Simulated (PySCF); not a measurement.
# Cl5Ge ([GeCl5]-): the cost of one run

Programs: PySCF 2.14.0, with routines of our own; each step states its level. All values are computed. Atoms count from 0.

### 1 The system as given

6 atoms, charge -1, multiplicity 1; geometry from: GFN2-xTB.

### 2 Magnetic properties: GIAO B3LYP/def2-SVP

The job: settings as JSON, then the geometry in Å.

```
{"job": {"kind": "mag", "xc": "B3LYP", "basis": "def2-SVP"}, "charge": -1, "multiplicity": 1}
Ge     0.000830     0.001960     0.000040
Cl    -0.017430    -0.004740     2.314310
Cl     0.020710     0.009500    -2.313890
Cl     2.231200     0.004250     0.017020
Cl    -1.132220     1.923390    -0.002940
Cl    -1.103090    -1.934350    -0.014540
```

Method: GIAO B3LYP/def2-SVP magnetisability, rotational g tensor and spin-rotation constants, non-relativistic, gas phase.

Started as:

```console
> OMP_NUM_THREADS=1 python excited_run.py task.json out
```

This one command runs all jobs of the session in turn.

Q: Estimate the wall time and peak memory of this first job on 1 thread of Intel Xeon Platinum 8375C at 2.90GHz, shared host.

About 17 s, with a peak of 0.71 GiB.
